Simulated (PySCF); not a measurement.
**One shape, several levels: CH6ClFSi2 (SMILES F[SiH2][SiH2]CCl)**

We compute a comparison of 5 runs (HF/def2-SVP, r2SCAN/STO-3G, B3LYP/6-31G*, PBE0/def2-SVP, PBE/def2-SVPD) of CH6ClFSi2. Input form: a Python script.

Program for the calculation: PySCF 2.14.0.

## 1. The molecule

CH6ClFSi2 has 11 atoms, charge 0, and is taken as a singlet. SMILES: `F[SiH2][SiH2]CCl`. The coordinates come from a GFN2-xTB relaxation. This is one conformer, not always the lowest.

Bond lengths: F1–Si2 1.617 Å, Si2–Si3 2.311 Å, Si3–C4 1.918 Å, C4–Cl5 1.788 Å, Si2–H6 1.460 Å, Si2–H7 1.458 Å, Si3–H8 1.472 Å, Si3–H9 1.467 Å, C4–H10 1.088 Å, C4–H11 1.087 Å. Some angles: F1–Si2–Si3 107.8°, Si2–Si3–C4 110.7°, Si3–C4–Cl5 108.4°, F1–Si2–H6 102.5°, F1–Si2–H7 102.7°, Si3–Si2–H6 113.9°, Si3–Si2–H7 117.9°, Si2–Si3–H8 115.7°, Si2–Si3–H9 112.0°, C4–Si3–H8 104.5°.

## 2. Energy and gradient at HF/def2-SVP (run 1)

run.py reads:

```python
# F[SiH2][SiH2]CCl
import pyscf.grad
from pyscf import gto, scf

mol = gto.Mole()
mol.atom = '''
F     -2.605680     0.304870     0.274780
Si    -1.256750     1.009790     0.819400
Si     0.469210    -0.512960     0.614330
C      0.950170    -0.748590    -1.226920
Cl     1.439970     0.838280    -1.889940
H     -1.602130     1.330530     2.201500
H     -1.188850     2.230550     0.025420
H      0.181890    -1.873450     1.098160
H      1.687970    -0.058580     1.293270
H      0.127860    -1.103180    -1.844540
H      1.796350    -1.417250    -1.365460
'''
mol.max_memory = 1860
mol.verbose = 4
mol.basis = 'def2-svp'
mol.build()

mf = scf.RHF(mol)
mf.conv_tol = 1e-10
mf.kernel()
if not mf.converged:
    mf = mf.newton().run(mf.mo_coeff, mf.mo_occ)

energy = mf.e_tot
print(f'total energy: {energy:.8f} hartree')
grad = mf.Gradients().kernel()
mf.analyze()
```

Started as:

```console
$ OMP_NUM_THREADS=1 python run.py
```

Standard output:

```text
PySCF version 2.14.0

[... 95 lines left out ...]
MO #7   energy= -8.02417595623595  occ= 2
[... 20 lines left out ...]
MO #28  energy= -0.519207450300569 occ= 2
[... 20 lines left out ...]
MO #49  energy= 0.54364758267121   occ= 0
[... 20 lines left out ...]
MO #70  energy= 1.06058407128799   occ= 0
[... 20 lines left out ...]
MO #91  energy= 1.89359017124553   occ= 0
[... 20 lines left out ...]
MO #112 energy= 3.94305588661674   occ= 0
[... 126 lines left out ...]
Dipole moment(X, Y, Z, Debye):  1.16549, -1.02724,  1.06094
```

Run time: 27 s. Hardware: 1 thread of Intel Xeon at 2.50GHz (Skylake/Cascade Lake), shared host; peak memory 0.27 GiB.

## 3. Energy and forces at r2SCAN/STO-3G (run 2)

input.py reads:

```python
import pyscf.grad
from pyscf import gto, dft

mol = gto.Mole()
mol.atom = [
    ('F', (-2.605680, 0.304870, 0.274780)),
    ('Si', (-1.256750, 1.009790, 0.819400)),
    ('Si', (0.469210, -0.512960, 0.614330)),
    ('C', (0.950170, -0.748590, -1.226920)),
    ('Cl', (1.439970, 0.838280, -1.889940)),
    ('H', (-1.602130, 1.330530, 2.201500)),
    ('H', (-1.188850, 2.230550, 0.025420)),
    ('H', (0.181890, -1.873450, 1.098160)),
    ('H', (1.687970, -0.058580, 1.293270)),
    ('H', (0.127860, -1.103180, -1.844540)),
    ('H', (1.796350, -1.417250, -1.365460)),
]
mol.max_memory = 1860
mol.basis = 'sto-3g'
mol.verbose = 4
mol.build()

mf = dft.RKS(mol, xc='r2scan')
mf.conv_tol = 1e-10
mf.grids.level = 5
mf.kernel()
if not mf.converged:
    mf = mf.newton().run(mf.mo_coeff, mf.mo_occ)

etot = mf.e_tot
print('E = %.10f Eh' % etot)
grad = mf.Gradients().kernel()
mf.analyze()
```

Started as:

```console
$ OMP_NUM_THREADS=1 python input.py
```

Standard output:

```text
PySCF version 2.14.0

[... 100 lines left out ...]
Two-electron Energy =                  799.740536979910189
[... 10 lines left out ...]
MO #7   energy= -6.893088141675    occ= 2
[... 8 lines left out ...]
MO #16  energy= -3.30818592234181  occ= 2
[... 8 lines left out ...]
MO #25  energy= -0.303305569147855 occ= 2
[... 8 lines left out ...]
MO #34  energy= 0.136052335241717  occ= 0
[... 8 lines left out ...]
MO #43  energy= 0.432091398828406  occ= 0
[... 57 lines left out ...]
Dipole moment(X, Y, Z, Debye): -0.19200, -1.38104,  1.47669
```

Run time: 53 s. Hardware: 1 thread of Intel Xeon at 2.50GHz (Skylake/Cascade Lake), shared host; peak memory 0.48 GiB.

Runs 3 to 4 aren't shown in full; the table further down has their settings and results.

## 4. Energy and gradient at PBE/def2-SVPD (run 5)

input.py reads:

```python
import pyscf.grad
from pyscf import gto, dft

mol = gto.Mole()
mol.atom = '''
F       -2.605680       0.304870       0.274780
Si      -1.256750       1.009790       0.819400
Si       0.469210      -0.512960       0.614330
C        0.950170      -0.748590      -1.226920
Cl       1.439970       0.838280      -1.889940
H       -1.602130       1.330530       2.201500
H       -1.188850       2.230550       0.025420
H        0.181890      -1.873450       1.098160
H        1.687970      -0.058580       1.293270
H        0.127860      -1.103180      -1.844540
H        1.796350      -1.417250      -1.365460
'''
mol.basis = 'def2-svpd'
mol.charge = 0
mol.verbose = 3
mol.spin = 0
mol.max_memory = 1860
mol.build()

myscf = dft.RKS(mol, xc='pbe')
myscf.conv_tol = 1e-10
myscf.grids.level = 5
myscf.kernel()
if not myscf.converged:
    myscf = myscf.newton().run(myscf.mo_coeff, myscf.mo_occ)

e_tot = myscf.e_tot
print('E = %.10f Eh' % e_tot)
grad = myscf.Gradients().kernel()
myscf.analyze()
```

Started as:

```console
$ OMP_NUM_THREADS=1 python input.py
```

Standard output:

```text
converged SCF energy = -1179.72346513077
[... 35 lines left out ...]
MO #26  energy= -0.390755934653525 occ= 2
[... 27 lines left out ...]
MO #54  energy= 0.148883090705905  occ= 0
[... 27 lines left out ...]
MO #82  energy= 0.391183384122652  occ= 0
[... 27 lines left out ...]
MO #110 energy= 0.785625238954455  occ= 0
[... 27 lines left out ...]
MO #138 energy= 1.56946600844877   occ= 0
[... 27 lines left out ...]
MO #166 energy= 3.450261731629     occ= 0
[... 12 lines left out ...]
Dipole moment(X, Y, Z, Debye):  0.95835, -0.99333,  0.79350
```

It took 3.2 min on 1 thread of Intel Xeon at 2.50GHz (Skylake/Cascade Lake), shared host; peak memory 2.1 GiB.

## 5. Overview of the runs

```csv
run,level,integration grid,energy (Eh),dipole moment (D),HOMO energy (eV),LUMO energy (eV),wall time
1,HF/def2-SVP,–,-1177.770459,1.88,-11.27,2.73,27 s
2,r2SCAN/STO-3G,5,-1167.025141,2.03,-3.43,3.70,53 s
3,B3LYP/6-31G* (spherical functions),5,-1180.778585,1.67,-7.81,-0.72,93 s
4,PBE0/def2-SVP,5,-1179.804966,1.57,-8.06,-0.63,1.8 min
5,PBE/def2-SVPD,5,-1179.723465,1.59,-6.97,-1.74,3.2 min
```

## 6. Outcome

```
                       quantity           value
            run 5: total energy  -1179.72347 Eh
           run 5: dipole moment          1.59 D
             run 5: HOMO energy        -6.97 eV
             run 5: LUMO energy        -1.74 eV
           run 5: HOMO–LUMO gap         5.23 eV
run 5: largest force on an atom      1.918 eV/Å
```

What this shows: The dipole moment (its size) runs from 1.57 D (PBE0/def2-SVP) to 2.03 D (r2SCAN/STO-3G). The two ends differ in method and basis. The HOMO–LUMO gap runs from 5.23 eV (PBE/def2-SVPD) to 13.99 eV (HF/def2-SVP). Totals of different functionals can't be ranked against each other. In run 2 the basis is minimal, so the values are rough. All runs together took 7.9 min, the longest 3.2 min.
